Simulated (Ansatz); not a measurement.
Run this with Ansatz's Python interface and show what comes out.

`disp.py`:
```python
# -*- coding: utf-8 -*-
import logging
import sys

import ansatz

logging.basicConfig(stream=sys.stdout, format="[%(levelname)s] %(message)s")
logger = logging.getLogger("ansatz_job")
logger.setLevel(logging.INFO)

GEOMETRY = """
C    -2.00870    1.12750   -0.39400
C    -1.43730    0.11060   -0.08930
C    -0.74390   -1.12960    0.28110
Se    1.02360   -0.81910    1.08570
C     1.68370    0.25100   -0.41000
O     0.51840    0.52130    1.90030
H    -2.50960    2.02050   -0.66150
H    -1.37060   -1.68480    1.00890
H    -0.61980   -1.75790   -0.62490
H     2.73230    0.54910   -0.20490
H     1.65740   -0.35600   -1.33830
H     1.07460    1.16730   -0.55300
"""

system = ansatz.Crystal.molecule()
for line in GEOMETRY.strip().splitlines():
    symbol, *xyz = line.split()
    system = system.atom(symbol, [float(v) for v in xyz])

model = system.calculation().basis(gaussian="def2-SVP")
for name in ["b3lyp", "blyp"]:
    for correction in ("d3bj", "d4"):
        r = model.functional(name, dispersion=correction).run(threads=1).report
        logger.info(f"{name:8s} {correction:5s} total {r['free_energy_ev']:.5f} eV, of which dispersion {1000 * r['dispersion']['energy']['ev']:.2f} meV")
```

```console
$ python disp.py
[INFO] b3lyp    d3bj  total -71626.94829 eV, of which dispersion -552.27 meV
[INFO] b3lyp    d4    total -71626.89633 eV, of which dispersion -500.31 meV
[INFO] blyp     d3bj  total -71624.78243 eV, of which dispersion -673.34 meV
[INFO] blyp     d4    total -71624.79101 eV, of which dispersion -681.91 meV
```

Caveats:
- Total energies depend on the basis set; only differences at equal settings carry meaning.
- The geometry is a force-field or estimated start, not a minimum of this method, and the basis set is short of its limit. D4 holds the three-body term, and d3bj doesn't.
- b3lyp holds the VWN-RPA fit, as in Gaussian; the form of ORCA and Turbomole is b3lyp5.
- Finished in 19 s on 1 thread of Arm Neoverse V2 (shared host), peak memory 0.38 GiB.
